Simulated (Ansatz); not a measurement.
## C4H6Ge, SMILES C1=[CH][GeH2][CH]=C1: a single point in a Gaussian basis, step by step

With Ansatz 0.2.0, Python API.

Notebook, run cell by cell (the value of a cell's last expression is shown):

```python
from dataclasses import dataclass
from pathlib import Path
import json

import ansatz as az
import numpy as np
```

```python
@dataclass
class RunConfig:
    basis: str = "6-31G*"
    level: str = "mp2"
```

```python
opts = RunConfig()

GEOMETRY = """
C    -1.21090    0.03910   -0.53430
C    -1.02860   -0.57050    0.58630
Ge    0.78310   -0.50010    1.04850
C     1.13970    0.53230   -0.52530
C    -0.07640    0.69210   -1.19010
H    -2.24950    0.17190   -0.97770
H    -1.76660   -1.06720    1.16360
H     1.53520   -1.87440    0.97400
H     1.06840    0.34600    2.38900
H     2.01700    0.91600   -0.83680
H    -0.14580    1.25770   -2.07650
"""
```

```python
mol = az.Crystal.molecule()
for line in GEOMETRY.strip().splitlines():
    symbol, *xyz = line.split()
    mol = mol.atom(symbol, [float(v) for v in xyz])
```

```python
calculation = (
    mol.calculation()
    .basis(gaussian=opts.basis)
    .correlation(opts.level)
    .forces()
    .orbitals()
)
print(calculation.to_yaml())
out = calculation.run(threads=1, backend="cpu", runs_dir="c4h6ge_runs")
r = out.report
```

    crystal:
      periodic: [false, false, false]
      atoms:
        - { symbol: C, position_ang: [-1.2109, 0.0391, -0.5343] }
        - { symbol: C, position_ang: [-1.0286, -0.5705, 0.5863] }
        - { symbol: Ge, position_ang: [0.7831, -0.5001, 1.0485] }
        - { symbol: C, position_ang: [1.1397, 0.5323, -0.5253] }
        - { symbol: C, position_ang: [-0.0764, 0.6921, -1.1901] }
        - { symbol: H, position_ang: [-2.2495, 0.1719, -0.9777] }
        - { symbol: H, position_ang: [-1.7666, -1.0672, 1.1636] }
        - { symbol: H, position_ang: [1.5352, -1.8744, 0.974] }
        - { symbol: H, position_ang: [1.0684, 0.346, 2.389] }
        - { symbol: H, position_ang: [2.017, 0.916, -0.8368] }
        - { symbol: H, position_ang: [-0.1458, 1.2577, -2.0765] }
    basis:
      gaussian:
        orbitals: "6-31G*"
    correlation:
      method: mp2
    output:
      orbitals: {}
      forces: true

```python
type(out).__name__, type(r).__name__
```

    ('RunOutcome', 'dict')

```python
r["n_occupied"], r["n_virtual"]
```

    ([18, 18], [76, 76])

```python
for key in ("converged", "free_energy_ev", "reference_energy_ev", "n_frozen", "n_occupied", "n_virtual"):
    print(f"{key:22s} {r[key]}")

parts = r["correlation"]
for name in ("random_phase", "coupled_cluster", "perturbative"):
    if name in parts:
        print(f"{name:16s} {parts[name]['energy']['hartree']:12.7f} Ha")
if "second_order" in parts:
    pair = parts["second_order"]
    print(f"MP2 same spin {pair['same_spin']['hartree']:.7f} Ha, opposite spin {pair['opposite_spin']['hartree']:.7f} Ha")
```

    converged              True
    free_energy_ev         -60701.06627617738
    reference_energy_ev    -60680.40309411908
    n_frozen               13
    n_occupied             [18, 18]
    n_virtual              [76, 76]
    MP2 same spin -0.2102056 Ha, opposite spin -0.5491523 Ha

```python
state = r["mean_field"]["state"]
print(f"mean field: {state['energy']['hartree']:.7f} Ha, <S^2> = {abs(state['spin_squared']):.4f}, stability: {state.get('stability', {}).get('kind')}")
```

    mean field: -2229.9636831 Ha, <S^2> = 0.0000, stability: minimum

```python
symbols = [site.symbol for site in mol.cartesian_sites]
forces = np.array(r["forces_ev_ang"])
print("largest force", round(float(np.linalg.norm(forces, axis=1).max()), 4), "eV/A, rms", round(float(np.sqrt((forces ** 2).mean())), 4))
```

    largest force 5.3411 eV/A, rms 1.7132

```python
charges = r["charge_distribution"]
dipole = np.array(charges["dipole_moment_e_ang"]) * 4.803205
print("dipole (D): {:.3f} {:.3f} {:.3f}, length {:.3f}".format(*dipole, np.linalg.norm(dipole)))
print("atom  Mulliken   Lowdin")
for symbol, m, l in zip(symbols, charges["mulliken_charges_e"], charges["lowdin_charges_e"]):
    print(f"{symbol:4s} {m:9.3f} {l:8.3f}")
```

    dipole (D): -0.376 0.141 -0.313, length 0.509
    atom  Mulliken   Lowdin
    C       -0.145   -0.128
    C       -0.237   -0.191
    Ge       0.111    0.033
    C       -0.244   -0.174
    C       -0.179   -0.124
    H        0.163    0.140
    H        0.184    0.160
    H        0.002    0.002
    H       -0.009   -0.003
    H        0.178    0.145
    H        0.177    0.141

```python
lines = Path(r["orbitals_path"]).read_text().splitlines()
field_of = lambda key: [line.split("=")[1].strip() for line in lines if line.startswith(key)]
orbitals = [(27.211386 * float(e), s, float(n)) for e, s, n in zip(field_of("Ene="), field_of("Spin="), field_of("Occup="))]
homo = max(e for e, _, n in orbitals if n > 0.5)
lumo = min(e for e, _, n in orbitals if n < 0.5)
for e, spin, n in sorted(orbitals):
    if homo - 15 < e < lumo + 5:
        print(f"{spin:6s} {e:10.3f} eV  occupation {n:.0f}")
with open("c4h6ge.json", "w") as handle:
    json.dump({k: r[k] for k in ("free_energy_ev", "reference_energy_ev", "n_occupied", "n_virtual")}, handle, indent=1)
```

    Alpha     -23.008 eV  occupation 2
    Alpha     -19.386 eV  occupation 2
    Alpha     -19.235 eV  occupation 2
    Alpha     -17.730 eV  occupation 2
    Alpha     -15.627 eV  occupation 2
    Alpha     -14.636 eV  occupation 2
    Alpha     -13.393 eV  occupation 2
    Alpha     -11.866 eV  occupation 2
    Alpha     -11.448 eV  occupation 2
    Alpha     -11.419 eV  occupation 2
    Alpha      -8.578 eV  occupation 2
    Alpha       2.584 eV  occupation 0
    Alpha       3.953 eV  occupation 0
    Alpha       4.548 eV  occupation 0
    Alpha       5.802 eV  occupation 0
    Alpha       6.746 eV  occupation 0
    Alpha       6.803 eV  occupation 0
    Alpha       7.011 eV  occupation 0
    Alpha       7.209 eV  occupation 0

It writes `c4h6ge.json`:
```json
{
 "free_energy_ev": -60701.06627617738,
 "reference_energy_ev": -60680.40309411908,
 "n_occupied": [
  18,
  18
 ],
 "n_virtual": [
  76,
  76
 ]
}
```

What to keep in mind:
- Total energies depend on the basis set; only differences at equal settings carry meaning.
- The geometry is a force-field or estimated start, not a minimum of this method, and the basis set is short of its limit.
- The Löwdin charges here are taken after orthogonalising the functions within each atom; they differ from plain Löwdin charges, and their signs can be unphysical.
- Alpha marks a spatial orbital of a restricted run, filled by both spins.
- Levels such as HOMO and LUMO are orbital energies: in Hartree-Fock the gap is too wide and the LUMO hangs on the basis.
- Inner cores stay frozen; a filled d shell under the valence of the heavier atoms is correlated with it.
- S² is that of the Hartree-Fock reference.
- Run time: 9.7 s on 1 thread of Intel(R) Xeon(R) Platinum 8375C CPU @ 2.90GHz (Ice Lake), with other jobs on the host, peak memory 0.34 GiB.

(Lines on the test bed's own set-up are left out of the output.)
